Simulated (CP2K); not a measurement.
# Cd2S under changes of volume

One of the cells (26.333 Å³/atom); the others are scaled copies at fixed shape and fractional positions:

```
Cd S
1.0
     3.96267    0.00000    0.00000
    -1.98134    3.43177    0.00000
     0.00000    0.00000    5.80919
Cd S
2 1
Direct
  0.33333 0.66667 0.93272
  0.66667 0.33333 0.57873
  0.33333 0.66667 0.36571
```

The cell comes from a database or a generator and needn't be the stable form of this composition.

```yaml
Program: CP2K 2026.2
Functional: PBE
Potentials_or_basis: POTENTIAL_UZH Cd GTH-PBE-q12, S GTH-PBE-q6; TZVP-MOLOPT-PBE-GTH basis
Density_cutoff: 6123 eV
k_mesh: 8 × 8 × 5
Occupations: fermi-dirac, width 0.05 eV
Spin: no spin polarisation
```

```csv
volume (Å³/atom),energy over the lowest point (meV/atom),pressure (GPa),gap on the mesh (eV),largest force (eV/Å)
24.753,16.72,3.4,0.21,0.204
25.280,7.61,2.2,0.22,0.113
25.806,?,?,?,?
26.333,0.00,0.2,0.24,0.052
26.860,0.74,-0.6,0.25,0.126
27.386,4.06,-1.4,0.27,0.196
27.913,9.70,-2.0,0.29,0.261
```

**Question.** What does the run at 25.806 Å³/atom give?

**Answer.** Energy over the lowest point 2.17 meV/atom; pressure 1.1 GPa; gap on the mesh 0.23 eV; largest force 0.032 eV/Å.

Worked out: A Birch-Murnaghan fit of order 3 (a polynomial in V^(-2/3)) to the other rows has its minimum at 26.46 Å³/atom with B0 = V·E''(V) = 43 GPa and B' = 4.8 at fixed shape and positions, which overstates the stiffness. It gives 2.18 meV/atom at 25.806 Å³/atom, against the run's 2.17, and -dE/dV = 1.1 GPa, against 1.1. A parabola through the other rows of the gap, of slope 0.514 eV per unit of ln V there, gives 0.23 eV, against the run's 0.23.

Energies are extrapolated to zero smearing.

Caveats: an odd mesh through Γ misses points on the zone boundary, where band edges often lie; the basis of atomic orbitals isn't converged, which shifts pressures, moduli and gaps. Spin-orbit coupling on Cd is left out.
